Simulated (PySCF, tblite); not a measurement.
# C₂₁H₁₃N: electronic excitations, NMR shifts

What do calculations give for the electronic excitations, NMR shifts of C₂₁H₁₃N (`c1ccc2c(c1)ccc1ccc3ccc4cccnc4c3c12`)?

Computed with tblite 0.8.0 and PySCF 2.14.0 and routines of our own; the level stands in each step. Atoms count from 0.

## 1. The system as given

35 atoms, charge 0, multiplicity 1; geometry from: force field, distance geometry or constructed start.

## 2. Relaxing the molecule with GFN2-xTB

The job: settings as JSON, then the geometry in Å.

```
{"job": {"kind": "relax", "xc": "GFN2-xTB", "basis": "xTB"}, "charge": 0, "multiplicity": 1}
C     -3.464700     2.513300     0.380300
C     -2.169200     2.664900     0.812200
C     -1.267600     1.586400     0.720400
C     -1.616100     0.340300     0.146300
C     -2.991700     0.194700    -0.179300
C     -3.886200     1.279900    -0.105600
C     -3.491200    -1.044000    -0.555100
C     -2.671300    -2.161300    -0.503600
C     -1.312200    -2.055700    -0.202400
C     -0.600500    -3.242200    -0.081300
C      0.748700    -3.228200     0.224100
C      1.446300    -2.027600     0.273700
C      2.820100    -2.098000     0.512700
C      3.612500    -0.964700     0.436700
C      3.035700     0.248800     0.057500
C      3.867800     1.357100    -0.131100
C      3.341400     2.548100    -0.604900
C      1.992500     2.568800    -0.870500
N      1.170400     1.520700    -0.665700
C      1.644100     0.351700    -0.170000
C      0.784700    -0.778800     0.053000
C     -0.692000    -0.789000    -0.003500
H     -4.166700     3.346300     0.456500
H     -1.835600     3.598900     1.244900
H     -0.281900     1.744800     1.139700
H     -4.930500     1.159700    -0.391700
H     -4.540400    -1.171200    -0.805200
H     -3.123100    -3.134300    -0.708300
H     -1.091700    -4.204600    -0.192700
H      1.261000    -4.178500     0.367700
H      3.307700    -3.050700     0.723300
H      4.677400    -1.048400     0.618200
H      4.937900     1.293100     0.048300
H      3.965700     3.414200    -0.774300
H      1.511600     3.465100    -1.262700
```

Started as:

```console
OMP_NUM_THREADS=1 python large_run.py task.json out
```

The driver reads the jobs from task.json and runs them one after another.

The log of the run:

```text
step      E/eV     max force
  0   -1483.25366    2.362
  1   -1483.48557    1.425
  2   -1483.54805    0.335
  3   -1483.56194    0.273
  4   -1483.58472    0.263
  5   -1483.59989    0.239
  6   -1483.61190    0.252
  7   -1483.62306    0.181
  8   -1483.62961    0.129
  9   -1483.63337    0.123
 10   -1483.63642    0.115
 11   -1483.64015    0.138
 12   -1483.64420    0.155
 13   -1483.64802    0.133
 14   -1483.65190    0.134
 15   -1483.65676    0.180
 16   -1483.66279    0.172
 17   -1483.66893    0.152
 18   -1483.67411    0.156
 19   -1483.67869    0.149
 20   -1483.68374    0.158
 21   -1483.68966    0.151
 22   -1483.69582    0.142
 23   -1483.70163    0.142
 24   -1483.70704    0.145
 25   -1483.71201    0.166
 26   -1483.71640    0.111
 27   -1483.72018    0.108
 28   -1483.72355    0.108
 29   -1483.72668    0.103
 30   -1483.72963    0.090
 31   -1483.73255    0.092
 32   -1483.73553    0.098
 33   -1483.73828    0.089
 34   -1483.74046    0.075
 35   -1483.74212    0.071
 36   -1483.74354    0.071
 37   -1483.74478    0.064
 38   -1483.74566    0.051
 39   -1483.74622    0.046
 40   -1483.74668    0.043
 41   -1483.74714    0.043
 42   -1483.74760    0.046
 43   -1483.74800    0.042
 44   -1483.74837    0.036
 45   -1483.74872    0.041
 46   -1483.74907    0.033
 47   -1483.74938    0.036
 48   -1483.74968    0.032
 49   -1483.74999    0.034
 50   -1483.75031    0.028
 51   -1483.75060    0.030
 52   -1483.75082    0.029
 53   -1483.75099    0.027
 54   -1483.75114    0.029
 55   -1483.75128    0.029
 56   -1483.75144    0.027
 57   -1483.75160    0.025
 58   -1483.75175    0.021
 59   -1483.75184    0.015
```

Wall time 1.1 s (1 thread of Arm Neoverse V2, shared host); peak memory 0.18 GiB.

Along the way:

```
step  energy from step 0 (eV)  largest force (eV/Å)
   0                   0.0000                2.3617
   1                  -0.2319                1.4253
   2                  -0.2944                0.3352
   3                  -0.3083                0.2731
   4                  -0.3311                0.2629
   5                  -0.3462                0.2392
   6                  -0.3582                0.2521
   7                  -0.3694                0.1812
   8                  -0.3759                0.1289
  12                  -0.3905                0.1556
  16                  -0.4091                0.1718
  20                  -0.4301                0.1576
  25                  -0.4583                0.1651
  29                  -0.4730                0.1036
  33                  -0.4846                0.0893
  37                  -0.4911                0.0632
  42                  -0.4939                0.0459
  46                  -0.4954                0.0332
  50                  -0.4966                0.0285
  55                  -0.4976                0.0286
  56                  -0.4978                0.0274
  57                  -0.4979                0.0259
  58                  -0.4981                0.0210
  59                  -0.4982                0.0157
```

Distances of close pairs at the start and the end, largest changes first:

```
   bond  before (Å)  after (Å)  change (Å)
C20–C21       1.478      1.429      -0.049
C17–N18       1.348      1.304      -0.043
  C1–C2       1.409      1.371      -0.038
  C4–C6       1.387      1.421      +0.033
  C6–C7       1.387      1.355      -0.032
C12–C13       1.385      1.355      -0.030
 C3–C21       1.467      1.438      -0.029
C16–C17       1.375      1.402      +0.027
```

The next job starts from the end point, and lists it.

## 3. Electronic excitations: TDA PBE0/6-31G*

The job: settings as JSON, then the geometry in Å.

```
{"job": {"kind": "uv", "basis": "6-31G*", "grid": 1, "kgrid": 0, "vcut": 1.5, "nstates": 6, "ntriplets": 2, "tda": true, "delta": ["ip_vertical"], "pop": true, "xc": "PBE0"}, "charge": 0, "multiplicity": 1}
C     -3.184011     2.549287     0.406649
C     -1.904005     2.555744     0.967984
C     -1.093616     1.454981     0.863403
C     -1.518592     0.301708     0.181588
C     -2.866819     0.248042    -0.247464
C     -3.666680     1.401230    -0.162723
C     -3.415615    -0.988916    -0.680314
C     -2.690336    -2.128986    -0.584917
C     -1.318913    -2.095193    -0.215178
C     -0.588716    -3.298377    -0.075437
C      0.722787    -3.275583     0.280325
C      1.426545    -2.049703     0.331215
C      2.827001    -2.049242     0.572206
C      3.553140    -0.907537     0.507386
C      2.936931     0.297065     0.083776
C      3.674174     1.470190    -0.155811
C      3.047214     2.566353    -0.689129
C      1.686377     2.452372    -1.004323
N      0.967843     1.395678    -0.742142
C      1.540340     0.328435    -0.164180
C      0.741344    -0.838895     0.101847
C     -0.684994    -0.857821     0.016958
H     -3.801768     3.433553     0.466370
H     -1.556230     3.433266     1.493654
H     -0.133132     1.458135     1.352764
H     -4.681511     1.356727    -0.532147
H     -4.443007    -1.010621    -1.014784
H     -3.131078    -3.089727    -0.810301
H     -1.105405    -4.236731    -0.219466
H      1.266813    -4.191112     0.464781
H      3.301049    -2.992087     0.806047
H      4.613216    -0.902405     0.716641
H      4.733032     1.481474     0.065334
H      3.580925     3.483208    -0.885329
H      1.158839     3.265019    -1.487746
```

With the program's defaults for keys left out, this is: TDA PBE0/6-31G*, vertical, gas phase, core orbitals frozen in the response, virtual orbitals cut by energy.

The log of the run:

```text
start: PBE on a coarse grid of 30025 points
cycle   1  E = -861.8031574093  dE =  3.899e+00  |g| = 7.860e-01  |ddm| = 7.305e+00
cycle   2  E = -861.7041655533  dE =  9.899e-02  |g| = 1.000e+00  |ddm| = 2.549e+00
cycle   3  E = -861.9710940935  dE = -2.669e-01  |g| = 2.551e-01  |ddm| = 1.638e+00
cycle   4  E = -861.9853684106  dE = -1.427e-02  |g| = 9.254e-02  |ddm| = 3.778e-01
cycle   5  E = -861.9870587820  dE = -1.690e-03  |g| = 4.472e-02  |ddm| = 1.601e-01
cycle   6  E = -861.9875876553  dE = -5.289e-04  |g| = 1.468e-02  |ddm| = 7.121e-02
cycle   7  E = -861.9876358513  dE = -4.820e-05  |g| = 7.837e-03  |ddm| = 2.539e-02
final grid: 132286 points
cycle   8  E = -861.8256367599  dE = -9.576e-03  |g| = 4.631e-02  |ddm| = 1.158e+00
cycle   9  E = -861.8255221882  dE =  1.146e-04  |g| = 5.115e-02  |ddm| = 1.342e-01
cycle  10  E = -861.8261922717  dE = -6.701e-04  |g| = 1.904e-02  |ddm| = 8.526e-02
cycle  11  E = -861.8262872012  dE = -9.493e-05  |g| = 3.913e-03  |ddm| = 2.549e-02
cycle  12  E = -861.8262918337  dE = -4.633e-06  |g| = 2.214e-03  |ddm| = 6.557e-03
cycle  13  E = -861.8262908824  dE =  9.513e-07  |g| = 5.503e-04  |ddm| = 3.414e-03
cycle  14  E = -861.8262913368  dE = -4.543e-07  |g| = 1.931e-04  |ddm| = 9.320e-04
cycle  15  E = -861.8262904770  dE =  8.598e-07  |g| = 4.455e-05  |ddm| = 2.674e-04
converged SCF energy = -861.8262904770
Vertical ionisation energy (delta-SCF) = 7.0221 eV   <S^2> = 0.766

Static polarisability (au): isotropic 229.781, principal 87.751 290.264 311.329

Singlet excitations
state   eV       nm        f      main configurations
  1   3.4349    361.0   0.02496   H->L 0.79, H-1->L+1 0.13
  2   3.7414    331.4   0.00115   H-1->L 0.48, H->L+1 0.38
  3   3.9009    317.8   0.05372   H-1->L+1 0.36, H-2->L 0.24, H->L+1 0.12
  4   4.0771    304.1   0.05179   H-1->L 0.29, H->L+1 0.26, H-2->L+1 0.18
  5   4.2575    291.2   0.11295   H-2->L 0.40, H->L+2 0.15, H-3->L 0.11
  6   4.5030    275.3   0.08082   H-2->L+1 0.45, H->L+2 0.19, H-1->L+2 0.10

Triplet excitations (Tamm-Dancoff, eV): 2.7689 3.0562
```

Run time: 85 s. Hardware: 1 thread of Arm Neoverse V2, shared host; peak memory 0.67 GiB.

Frontier orbitals and where they lie:

```
orbital     eV                         atoms
 HOMO−4  -7.19     N18 14 %, C0 9 %, C12 9 %
 HOMO−3  -6.97    N18 29 %, C16 9 %, C20 7 %
 HOMO−2  -6.51   N18 16 %, C12 10 %, C13 8 %
 HOMO−1  -5.95     C3 12 %, C7 12 %, C9 11 %
   HOMO  -5.69    C5 13 %, C2 13 %, C21 11 %
   LUMO  -1.38  C15 14 %, C20 12 %, N18 11 %
 LUMO+1  -1.15   C21 14 %, C10 11 %, C12 9 %
 LUMO+2  -0.49     C7 12 %, C17 11 %, C1 9 %
 LUMO+3   0.21   C19 12 %, C16 12 %, C3 11 %
```

With each of the 6 states as a Gaussian band of 0.4 eV half-width at 1/e, the curve within the window shown has maxima at 293 nm (ε 9,600) L/(mol cm). Beyond the last state computed it falls off for lack of states. The curve at chosen wavelengths:

```tsv
nm	ε (L/mol/cm)
258	2668
265	4516
272	6487
279	8164
287	9318
294	9541
301	9109
308	8211
315	7069
322	5878
330	4629
337	3716
344	2985
351	2417
358	1975
365	1624
373	1299
380	1060
387	854
394	677
401	527
408	403
416	290
423	213
430	154
437	110
```

Leading natural transition orbitals of singlet state 5: the hole lies on N18 22 %; C10, C19, C21 about 8 % each; C12, C14, C17 about 6 % each; the particle on C15 16 %; N18 15 %; C17, C20 about 9 % each.

Leading natural transition orbitals of singlet state 1: the hole lies on C2, C5, C21 about 10 % each; N18 8 %; 4 C atoms about 6 % each; the particle on C15, C20 about 11 % each; N18 11 %; 4 C atoms about 7 % each.

Further results of this job:

```
           property  computed
  dipole moment (D)      1.74
polarisability (Å³)     34.05
 HOMO–LUMO gap (eV)      4.32
      −ε(HOMO) (eV)      5.69
```

Orbitals, density, ELF and potential are computed afterwards from the orbital file.

Frontier orbitals at PBE0/6-31G*, with the share of their density that lies nearest to each atom:

```
orbital  energy (eV)                                                       lies on
   HOMO        -5.69            C2, C5, C21 about 11 % each; C6, C8 about 8 % each
   LUMO        -1.38  C15, C20 about 11 % each; N18 10 %; 4 C atoms about 7 % each
```

ELF in a plane through or near 14 of the atoms.

Ten even steps from '0' (0.00) to '9' (1.00):
```
0000000000000000000000000000
0000000000000000000000000000
0000000000000000000000000000
0000000210000000000000000000
0000002641000000000168600000
0000000465442000343488710000
0003753776554102556663000000
0008999251046404511785574000
0003896784476305721645998000
0000000558635005267483562000
0004886673386767755571000000
0004886561171853501656640000
0000012748625027475874430000
0000003765586347385640000000
0000017940253813404861000000
0000001102996469900660000000
0000000006993059930000000000
0000000000230017500000000000
0000000000000000000000000000
0000000000000000000000000000
```
The map spans 14.7 Å across and 13.8 Å up, centred on the molecule. Atoms in the plane (x, y in Å): C3 (1.5, 0.2), C4 (2.9, 0.1), C5 (3.7, 1.2), C8 (1.2, -2.2), C9 (0.4, -3.3), C10 (-0.9, -3.2), C11 (-1.5, -2.0), C14 (-2.9, 0.4), C15 (-3.6, 1.6), C19 (-1.5, 0.4), C20 (-0.8, -0.8), C21 (0.6, -0.9), H28 (0.9, -4.3), H32 (-4.7, 1.7).

On the surface of density 0.002 e/bohr³ the electrostatic potential runs, from the 1st to the 99th percentile, from -1.57 V near N18 to 1.05 V near H32.

(Part 1 of 2 ends here.)
